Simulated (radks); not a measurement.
# W in [Xe] 4f14 5d2 6s2 5f2: an all-electron calculation

What are the levels of neutral tungsten, how large are its shells, and how does its energy divide?

The numbers are computed with radks (a radial shooting solver on a logarithmic mesh, Libxc functionals) version 1 (scalar-relativistic Kohn-Sham, LDA (Slater exchange, Perdew-Wang correlation), spin-polarised, spherical densities, point nucleus; open shells are filled with parallel spins first), except any that are marked as measured or tabulated.

### Step 1. Starting point

```
element       : tungsten (Z = 74)
charge        : 0
electrons     : 74
configuration : [Xe] 4f14 5d2 6s2 5f2
```

The outer shells:

W
```
[Xe] core
4f [↑↓][↑↓][↑↓][↑↓][↑↓][↑↓][↑↓]
5d [↑ ][↑ ][  ][  ][  ]
6s [↑↓]
5f [↑ ][↑ ][  ][  ][  ][  ][  ]
```

### Step 2. The run

Input:

```text
Z 74
configuration [Xe] 4f14 5d2 6s2 5f2
relativity scalar-relativistic
functional lda,pw
spin polarised
nucleus point
c 137.035999084
```

**Question.** What will this run give?

The runs gave:

| quantity | value |
| --- | --- |
| total energy | -16132.2903 hartree |
| exchange-correlation share of it | 1.94 % |
| −T/E | 1.1018 |
| highest occupied level | 5f up, -0.637 eV |
| most extended occupied level | 5f up, <r> = 9.63 bohr |
| radius at density 0.001 e/bohr³ | 4.44 bohr |
| maxima of the radial density | 5 |

6 principal shells are occupied and 5 maxima appear in the radial density; where shells overlap, one shows as a shoulder or not at all. Relativity lifts −T/E to 1.102. This is not the tabulated ground configuration, so its levels and sizes aren't those of the ground state, and no measured value stands beside it.
